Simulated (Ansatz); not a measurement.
**CH₃BrSSi: an energy map over bond length C1–S2 and bond length C1–H5**

Aim: map the energy of CH3BrSSi, SMILES CS[Si]Br over two coordinates, and find its wells, ridges and stiffness.

Computed with Ansatz 0.2.0. Level: RKS PBE-D4/def2-SVP.

**1. The system as given**

SMILES `CS[Si]Br`, 7 atoms, charge 0, spin multiplicity 1.

Atoms are counted from 1 here; the program's logs count them from 0.

Bond lengths: C1–S2 1.830 Å, C1–H5 1.107 Å, C1–H6 1.107 Å, C1–H7 1.107 Å, S2–Si3 2.157 Å, Si3–Br4 2.298 Å. Angles: S2–C1–H5 107.6°, S2–C1–H6 109.0°, S2–C1–H7 110.8°, H5–C1–H6 109.5°, H5–C1–H7 110.4°, H6–C1–H7 109.5°, C1–S2–Si3 113.2°, S2–Si3–Br4 103.9°.

Geometry (Å):

```xyz
7
charge 0, multiplicity 1
C    -0.23238    0.80006   -0.49112
S     0.57564   -0.71648   -1.12133
Si    0.87414   -2.21646    0.39907
Br    0.02505   -1.24859    2.30201
H     0.26878    1.66627   -0.96351
H    -1.30040    0.78705   -0.78191
H    -0.14973    0.86016    0.61110
```

This geometry comes from a loose relaxation at PBE in a small basis, which is not shown.

**2. Relaxing the molecule**

input.yaml reads:

```yaml
crystal:
  periodic: [false, false, false]
  atoms:
    - { symbol: C, position_ang: [-0.232381, 0.800056, -0.491123] }
    - { symbol: S, position_ang: [0.575638, -0.716479, -1.121329] }
    - { symbol: Si, position_ang: [0.874144, -2.216459, 0.399068] }
    - { symbol: Br, position_ang: [0.025051, -1.248592, 2.302008] }
    - { symbol: H, position_ang: [0.268782, 1.666268, -0.963514] }
    - { symbol: H, position_ang: [-1.300404, 0.787052, -0.781913] }
    - { symbol: H, position_ang: [-0.149731, 0.860155, 0.611103] }
basis:
  gaussian: { orbitals: def2-SVP }
hamiltonian:
  xc: pbe
  dispersion: d4
output:
  forces: true
relax:
  f_tol: 0.003
  max_steps: 120
```

The run is started by

```
$ ansatz run input.yaml --threads 1 --pin off --max-ram 2560MiB --backend cpu --events-out ev --progress --plain --runs-dir out
```

What it wrote, shortened:

```text
Warning: RAYON_NUM_THREADS=1 ignored (pool sized by the plan → 1); use --threads N
[...]
Functional definition: PBE
[...]
1078 factors; their error is unknown
[...]
mean field -89810.62260104 eV, -3300.4795047618 hartree, gradient 2.8e-5 eV, S^2 0.000000; 0 other end points of the search recorded, 0 dependent functions left out
[...]
reference -89810.62263346 eV, -3300.4795059534 hartree; 37, 37 occupied and 60, 60 virtual orbitals, 1078 factors
relax step   1: F+E_penalty+E_count = -89810.84178226 eV  Δ(F+E_penalty+E_count) = +0.000e0 eV  max|allowed force component| = 2.244e-2 eV/Å  Δτ_max = 0.0000 Å  (27 SCF iters, accepted)
[...]
relax step   4: F+E_penalty+E_count = -89810.84208610 eV  Δ(F+E_penalty+E_count) = -1.269e-4 eV  max|allowed force component| = 5.618e-2 eV/Å  Δτ_max = 0.0293 Å  (29 SCF iters, accepted)
[...]
relax step   7: F+E_penalty+E_count = -89810.84285088 eV  Δ(F+E_penalty+E_count) = -2.218e-4 eV  max|allowed force component| = 5.127e-2 eV/Å  Δτ_max = 0.0508 Å  (28 SCF iters, accepted)
[...]
relax step  10: F+E_penalty+E_count = -89810.84326764 eV  Δ(F+E_penalty+E_count) = -1.203e-4 eV  max|allowed force component| = 2.806e-2 eV/Å  Δτ_max = 0.0454 Å  (28 SCF iters, accepted)
[...]
relax step  13: F+E_penalty+E_count = -89810.84336014 eV  Δ(F+E_penalty+E_count) = -2.038e-5 eV  max|allowed force component| = 6.584e-3 eV/Å  Δτ_max = 0.0105 Å  (29 SCF iters, accepted)
[...]
relax step  14: F+E_penalty+E_count = -89810.84336636 eV  Δ(F+E_penalty+E_count) = -6.219e-6 eV  max|allowed force component| = 4.304e-3 eV/Å  Δτ_max = 0.0099 Å  (30 SCF iters, accepted)
[...]
relax step  15: F+E_penalty+E_count = -89810.84336897 eV  Δ(F+E_penalty+E_count) = -2.612e-6 eV  max|allowed force component| = 2.918e-3 eV/Å  Δτ_max = 0.0017 Å  (21 SCF iters, accepted)
1078 factors; their error is unknown
[...]
mean field -89810.62490914 eV, -3300.4795895829 hartree, gradient 2.2e-5 eV, S^2 0.000000; 1 other end points of the search recorded, 0 dependent functions left out
[...]
reference -89810.62494162 eV, -3300.4795907765 hartree; 37, 37 occupied and 60, 60 virtual orbitals, 1078 factors
Total energy: -89810.84340145 eV, -3300.4876190273 hartree
Atom 0 at    -0.270065     0.788891    -0.499622 Å, force     0.001459    -0.002918    -0.001874 eV/Å
Atom 1 at     0.465073    -0.762460    -1.135801 Å, force    -0.000394     0.001917     0.001792 eV/Å
Atom 2 at     0.892208    -2.210844     0.404318 Å, force    -0.000640     0.001590     0.000020 eV/Å
Atom 3 at     0.219935    -1.180314     2.344653 Å, force     0.000387    -0.000470    -0.001098 eV/Å
Atom 4 at     0.393941     1.627314    -0.783762 Å, force    -0.001411    -0.002001     0.000783 eV/Å
Atom 5 at    -1.259325     0.923076    -0.977045 Å, force     0.001545     0.000747     0.002148 eV/Å
Atom 6 at    -0.380668     0.746336     0.601559 Å, force    -0.000947     0.001135    -0.001772 eV/Å
Dipole moment:    -0.111065     0.294385    -0.114467 e Å
```

It took 52 s on 1 thread of Arm Neoverse V1, shared host; peak memory 0.14 GiB.

Along the way:

| step | energy from step 1 (eV) | largest force component (eV/Å) |
| --- | --- | --- |
| 1 | 0.0000 | 0.0224 |
| 2 | -0.0001 | 0.0107 |
| 3 | -0.0002 | 0.0390 |
| 4 | -0.0003 | 0.0562 |
| 5 | -0.0005 | 0.0253 |
| 6 | -0.0008 | 0.0038 |
| 7 | -0.0011 | 0.0513 |
| 8 | -0.0012 | 0.0487 |
| 9 | -0.0014 | 0.0282 |
| 10 | -0.0015 | 0.0281 |
| 11 | -0.0012 | 0.0356 |
| 12 | -0.0016 | 0.0070 |
| 13 | -0.0016 | 0.0066 |
| 14 | -0.0016 | 0.0043 |
| 15 | -0.0016 | 0.0029 |

Close pairs (by a distance rule), those that changed most:

```
   bond  before (Å)  after (Å)  change (Å)
  C1–H7       1.107      1.108      +0.001
  C1–S2       1.830      1.831      +0.001
  C1–H6       1.107      1.107      -0.000
 S2–Si3       2.157      2.157      +0.000
  C1–H5       1.107      1.107      -0.000
Si3–Br4       2.298      2.298      -0.000
```

**3. Plan of the scan**

- bond length C1–S2: 9 values from 1.501 to 2.746 Å
- bond length C1–H5: 9 values from 0.974 to 1.383 Å

Nothing else is relaxed (all other coordinates rigid). Energies count from the relaxed molecule at the same level.

Of the runs on the grid, 3 are shown in the steps below; the others differ only in the two coordinates.

**4. Grid point bond length C1–S2 = 2.591 Å, bond length C1–H5 = 1.025 Å**

input.yaml reads:

```yaml
crystal:
  periodic: [false, false, false]
  atoms:
    - { symbol: C, position_ang: [-0.270065, 0.788891, -0.499622] }
    - { symbol: S, position_ang: [0.770321, -1.40662, -1.399958] }
    - { symbol: Si, position_ang: [1.197456, -2.855004, 0.14016] }
    - { symbol: Br, position_ang: [0.525183, -1.824474, 2.080495] }
    - { symbol: H, position_ang: [0.34497, 1.56548, -0.762806] }
    - { symbol: H, position_ang: [-1.259325, 0.923076, -0.977045] }
    - { symbol: H, position_ang: [-0.380668, 0.746336, 0.601559] }
basis:
  gaussian: { orbitals: def2-SVP }
hamiltonian:
  xc: pbe
  dispersion: d4
output:
  forces: true
```

The run is started by

```
$ ansatz run input.yaml --threads 1 --pin off --max-ram 2560MiB --backend cpu --events-out ev --progress --plain --runs-dir out
```

What it wrote, shortened:

```text
Warning: RAYON_NUM_THREADS=1 ignored (pool sized by the plan → 1); use --threads N
[...]
Functional definition: PBE
[...]
1078 factors; their error is unknown
[...]
mean field -89808.72746834 eV, -3300.4098599196 hartree, gradient 3.6e-5 eV, S^2 0.000000; 0 other end points of the search recorded, 0 dependent functions left out
[...]
reference -89808.72750260 eV, -3300.4098611787 hartree; 37, 37 occupied and 60, 60 virtual orbitals, 1078 factors
Total energy: -89808.93245540 eV, -3300.4173930550 hartree
Atom 0 at    -0.270065     0.788891    -0.499622 Å, force    -1.916951    -2.755715     0.747703 eV/Å
Atom 1 at     0.770321    -1.406620    -1.399958 Å, force    -0.821729     1.579631     1.274960 eV/Å
Atom 2 at     1.197456    -2.855004     0.140160 Å, force    -0.264713     0.736680    -0.394556 eV/Å
Atom 3 at     0.525183    -1.824474     2.080495 Å, force     0.058668    -0.132188    -0.016719 eV/Å
Atom 4 at     0.344970     1.565480    -0.762806 Å, force     2.560994     1.988967    -1.200586 eV/Å
Atom 5 at    -1.259325     0.923076    -0.977045 Å, force     0.117869    -0.693417    -0.276729 eV/Å
Atom 6 at    -0.380668     0.746336     0.601559 Å, force     0.265861    -0.723958    -0.134073 eV/Å
Dipole moment:    -0.142075     0.341835    -0.015417 e Å
```

Run time: 3 s. Hardware: 1 thread of Arm Neoverse V1, shared host; peak memory 0.13 GiB.

Energy on the map's scale: 184 kJ/mol.

**5. Grid point bond length C1–S2 = 1.812 Å, bond length C1–H5 = 1.127 Å**

input.yaml reads:

```yaml
crystal:
  periodic: [false, false, false]
  atoms:
    - { symbol: C, position_ang: [-0.270065, 0.788891, -0.499622] }
    - { symbol: S, position_ang: [0.457522, -0.746526, -1.129267] }
    - { symbol: Si, position_ang: [0.884658, -2.19491, 0.410852] }
    - { symbol: Br, position_ang: [0.212385, -1.16438, 2.351187] }
    - { symbol: H, position_ang: [0.406174, 1.64276, -0.788997] }
    - { symbol: H, position_ang: [-1.259325, 0.923076, -0.977045] }
    - { symbol: H, position_ang: [-0.380668, 0.746336, 0.601559] }
basis:
  gaussian: { orbitals: def2-SVP }
hamiltonian:
  xc: pbe
  dispersion: d4
output:
  forces: true
```

The run is started by

```
$ ansatz run input.yaml --threads 1 --pin off --max-ram 2560MiB --backend cpu --events-out ev --progress --plain --runs-dir out
```

What it wrote, shortened:

```text
Warning: RAYON_NUM_THREADS=1 ignored (pool sized by the plan → 1); use --threads N
[...]
Functional definition: PBE
[...]
1078 factors; their error is unknown
[...]
mean field -89810.61497952 eV, -3300.4792246759 hartree, gradient 2.4e-5 eV, S^2 0.000000; 0 other end points of the search recorded, 0 dependent functions left out
[...]
reference -89810.61501196 eV, -3300.4792258683 hartree; 37, 37 occupied and 60, 60 virtual orbitals, 1078 factors
Total energy: -89810.83379485 eV, -3300.4872659910 hartree
Atom 0 at    -0.270065     0.788891    -0.499622 Å, force     0.262413     0.647455    -0.074031 eV/Å
Atom 1 at     0.457522    -0.746526    -1.129267 Å, force     0.135110    -0.280677    -0.112409 eV/Å
Atom 2 at     0.884658    -2.194910     0.410852 Å, force     0.008702    -0.020481     0.000184 eV/Å
Atom 3 at     0.212385    -1.164380     2.351187 Å, force    -0.001809     0.005583    -0.003528 eV/Å
Atom 4 at     0.406174     1.642760    -0.788997 Å, force    -0.396108    -0.437820     0.174094 eV/Å
Atom 5 at    -1.259325     0.923076    -0.977045 Å, force    -0.002011     0.042517     0.007254 eV/Å
Atom 6 at    -0.380668     0.746336     0.601559 Å, force    -0.006298     0.043423     0.008437 eV/Å
Dipole moment:    -0.110918     0.293759    -0.117065 e Å
```

It took 2.7 s on 1 thread of Arm Neoverse V1, shared host; peak memory 0.13 GiB.

On the map this point reads 0.9 kJ/mol.

**6. Point bond length C1–S2 = 1.812 Å, bond length C1–H5 = 0.974 Å**

Edit input.yaml of step 5 so:

```diff
@@ -7,3 +7,3 @@
     - { symbol: Br, position_ang: [0.212385, -1.16438, 2.351187] }
-    - { symbol: H, position_ang: [0.406174, 1.64276, -0.788997] }
+    - { symbol: H, position_ang: [0.314368, 1.52684, -0.749711] }
     - { symbol: H, position_ang: [-1.259325, 0.923076, -0.977045] }
```

The run is started by

```
$ ansatz run input.yaml --threads 1 --pin off --max-ram 2560MiB --backend cpu --events-out ev --progress --plain --runs-dir out
```

What it wrote, shortened:

```text
Warning: RAYON_NUM_THREADS=1 ignored (pool sized by the plan → 1); use --threads N
[...]
Functional definition: PBE
[...]
1078 factors; their error is unknown
[...]
mean field -89810.24949169 eV, -3300.4657932461 hartree, gradient 4.8e-5 eV, S^2 0.000000; 0 other end points of the search recorded, 0 dependent functions left out
[...]
reference -89810.24952384 eV, -3300.4657944276 hartree; 37, 37 occupied and 60, 60 virtual orbitals, 1078 factors
Total energy: -89810.46895137 eV, -3300.4738582405 hartree
Atom 0 at    -0.270065     0.788891    -0.499622 Å, force    -3.893053    -4.415160     1.716278 eV/Å
Atom 1 at     0.457522    -0.746526    -1.129267 Å, force     0.145052    -0.320745    -0.114560 eV/Å
Atom 2 at     0.884658    -2.194910     0.410852 Å, force     0.007798    -0.017290    -0.002838 eV/Å
Atom 3 at     0.212385    -1.164380     2.351187 Å, force    -0.001116     0.002999    -0.003509 eV/Å
Atom 4 at     0.314368     1.526840    -0.749711 Å, force     3.849690     4.808233    -1.648506 eV/Å
Atom 5 at    -1.259325     0.923076    -0.977045 Å, force    -0.037483    -0.034638     0.059981 eV/Å
Atom 6 at    -0.380668     0.746336     0.601559 Å, force    -0.070888    -0.023399    -0.006847 eV/Å
Dipole moment:    -0.112803     0.297669    -0.116536 e Å
```

Wall time 2.7 s (1 thread of Arm Neoverse V1, shared host); peak memory 0.13 GiB.

On the map this point reads 36 kJ/mol.

**7. The map**

81 points were computed. Energies in kJ/mol, from the relaxed molecule at the same level:

| bond length C1–H5 (Å) ↓, bond length C1–S2 (Å) → | 1.501 | 1.657 | 1.812 | 1.968 | 2.124 | 2.279 | 2.435 | 2.591 | 2.746 |
| --- | --- | --- | --- | --- | --- | --- | --- | --- | --- |
| 1.383 | 235 | 104 | 72 | 87 | 122 | 165 | 208 | 248 | 285 |
| 1.332 | 218 | 85 | 52 | 67 | 102 | 144 | 187 | 228 | 264 |
| 1.281 | 202 | 68 | 34 | 49 | 84 | 125 | 168 | 209 | 245 |
| 1.230 | 188 | 53 | 19 | 33 | 68 | 109 | 152 | 192 | 229 |
| 1.179 | 178 | 42 | 7 | 21 | 56 | 97 | 140 | 180 | 216 |
| 1.127 | 173 | 36 | 1 | 14 | 49 | 90 | 133 | 173 | 209 |
| 1.076 | 175 | 38 | 2 | 15 | 49 | 91 | 133 | 174 | 210 |
| 1.025 | 187 | 49 | 13 | 25 | 60 | 101 | 144 | 184 | 221 |
| 0.974 | 211 | 72 | 36 | 49 | 83 | 125 | 168 | 208 | 244 |

On the same grid, dipole moment (D):

```tsv
bond length C1–H5 (Å) ↓, bond length C1–S2 (Å) →	1.501	1.657	1.812	1.968	2.124	2.279	2.435	2.591	2.746
1.383	1.68	1.52	1.45	1.46	1.52	1.59	1.66	1.72	1.76
1.332	1.76	1.57	1.50	1.50	1.55	1.62	1.68	1.74	1.78
1.281	1.83	1.62	1.53	1.53	1.57	1.64	1.70	1.76	1.80
1.230	1.89	1.67	1.57	1.55	1.59	1.66	1.72	1.77	1.81
1.179	1.94	1.70	1.59	1.57	1.61	1.67	1.73	1.78	1.82
1.127	1.98	1.73	1.61	1.59	1.62	1.68	1.74	1.79	1.83
1.076	2.00	1.74	1.62	1.60	1.63	1.68	1.74	1.79	1.82
1.025	2.02	1.75	1.63	1.60	1.63	1.68	1.73	1.78	1.82
0.974	2.03	1.76	1.63	1.60	1.62	1.67	1.72	1.77	1.80
```

The largest force on an atom (eV/Å) at each point:

```
bond length C1–H5 (Å) ↓, bond length C1–S2 (Å) →  1.501  1.657  1.812  1.968  2.124  2.279  2.435  2.591  2.746
                                           1.383   13.5    5.7    4.1    4.2    4.3    4.3    4.4    4.4    4.4
                                           1.332   13.6    5.7    3.8    3.9    4.0    4.1    4.1    4.1    4.1
                                           1.281   13.7    5.5    3.4    3.5    3.6    3.6    3.6    3.6    3.7
                                           1.230   13.8    5.1    2.8    2.9    2.9    2.9    3.0    3.0    3.0
                                           1.179   13.9    4.7    1.9    2.0    2.5    2.6    2.4    2.2    2.1
                                           1.127   14.0    4.7    0.7    1.7    2.5    2.6    2.4    2.2    1.9
                                           1.076   14.0    4.8    1.1    1.7    2.4    2.6    2.4    2.2    1.9
                                           1.025   14.1    4.8    3.4    3.8    3.9    3.8    3.6    3.5    3.5
                                           0.974   14.1    6.4    6.4    6.7    6.8    6.7    6.6    6.5    6.5
```

**8. Outcome**

| quantity | value |
| --- | --- |
| lowest point | bond length C1–S2 = 1.812 Å, bond length C1–H5 = 1.127 Å, 0.9 kJ/mol |
| highest computed point | bond length C1–S2 = 2.746 Å, bond length C1–H5 = 1.383 Å, 284 kJ/mol above the lowest |
| dipole moment (D) | 1.45 at bond length C1–S2 = 1.812 Å, bond length C1–H5 = 1.383 Å to 2.03 at bond length C1–S2 = 1.501 Å, bond length C1–H5 = 0.974 Å; 1.61 at the lowest point |
| largest force on an atom (eV/Å) | 0.7 at bond length C1–S2 = 1.812 Å, bond length C1–H5 = 1.127 Å to 14.1 at bond length C1–S2 = 1.501 Å, bond length C1–H5 = 0.974 Å; 0.7 at the lowest point |
| time for the whole task | 15 min on 1 thread, shared host |

The lowest computed point is at bond length C1–S2 = 1.812 Å, bond length C1–H5 = 1.127 Å, 0.9 kJ/mol from the relaxed molecule at the same level. The grid shows no other well, apart from its symmetry copies. The highest computed point, bond length C1–S2 = 2.746 Å, bond length C1–H5 = 1.383 Å, lies 284 kJ/mol above the lowest. Round the minimum the two coordinates are nearly uncoupled.
